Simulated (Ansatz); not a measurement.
# BeCdTe4: what a guessed cell relaxes into

Aim: relax a trial structure of BeCdTe4 and see where it ends.

Method: DFT PBE, scalar-relativistic, plane waves, PAW, in Ansatz 0.2.0.

**1. The system as given**

The structure is cubic, space group F-43m (No. 216). Conventional cell: a = 8.944 Å, b = 8.944 Å, c = 8.944 Å, α = 90.00°, β = 90.00°, γ = 90.00°. Around Be (site symmetry -43m) lie 12 Te at 3.71 Å and 4 Cd at 3.87 Å. Cd (site symmetry -43m) is surrounded by 12 Te at 3.71 Å and 4 Be at 3.87 Å. Te (site symmetry 3m) has 6 Te at 3.16 Å and 3 Cd at 3.71 Å and 3 Be at 3.71 Å in its first shell of neighbours.

Structure file:

```
CELL_PARAMETERS angstrom
0.00000 4.47179 4.47179
4.47179 0.00000 4.47179
4.47179 4.47179 0.00000
ATOMIC_POSITIONS crystal
Be 0.00000 0.00000 0.00000
Cd 0.75000 0.75000 0.75000
Te 0.87470 0.37510 0.37510
Te 0.37510 0.37510 0.37510
Te 0.37510 0.87470 0.37510
Te 0.37510 0.37510 0.87470
```

Recipe of the guess: species swapped into a database cell of ZrTaCo4 (F-43m, No. 216), with Be on the Zr sites, Cd on the Ta sites and Te on the Co sites. Lengths come from tabulated atomic sizes and are only a guess.

**2. Probe: one point on a coarse mesh**

Contents of input.yaml:

```yaml
crystal:
  lattice:
    - [0.0, 4.47179442, 4.47179442]
    - [4.47179442, 0.0, 4.47179442]
    - [4.47179442, 4.47179442, 0.0]
  atoms:
    - { symbol: Be, position: [0.0, 0.0, 0.0] }
    - { symbol: Cd, position: [0.75, 0.75, 0.75] }
    - { symbol: Te, position: [0.874697, 0.375101, 0.375101] }
    - { symbol: Te, position: [0.375101, 0.375101, 0.375101] }
    - { symbol: Te, position: [0.375101, 0.874697, 0.375101] }
    - { symbol: Te, position: [0.375101, 0.375101, 0.874697] }
basis:
  ecutwfc: 420
kpoints:
  mp_grid: { grid: [4, 4, 4] }
hamiltonian:
  xc: pbe
scf:
  occupations: { method: gaussian, width: 0.1 }
  lower_state_search: "off"
output:
  forces: true
  stress: true
  eigenvalues: true
```

The run is started by

```sh
$ ansatz run input.yaml --threads 1 --pin off --max-ram 2560MiB --backend cpu --events-out ev --progress --plain --runs-dir out
```

Further runs follow: relaxation on the finer mesh.

**Question.** What will these runs give? Wanted: conventional cell; volume; energy over the elements; gap on the mesh.

**Answer**, as computed:

| quantity | value |
| --- | --- |
| symmetry at the end (tolerance 0.05 Å) | space group F-43m (No. 216) |
| conventional cell | a = 9.022 Å, b = 9.022 Å, c = 9.022 Å, α = 90.00°, β = 90.00°, γ = 90.00° |
| volume | 30.60 Å³/atom |
| energy over the elements | +0.75 eV/atom |
| gap on the mesh | none (metal) |

**Reading.** The space group F-43m (No. 216) is kept, and the volume per atom grows by 2.7 % from the first guess. With a positive formation energy it can't be a ground state. No finished test with a distortion of lower symmetry is shown, so the end may be a saddle point. The runs treat Te without spin-orbit coupling.
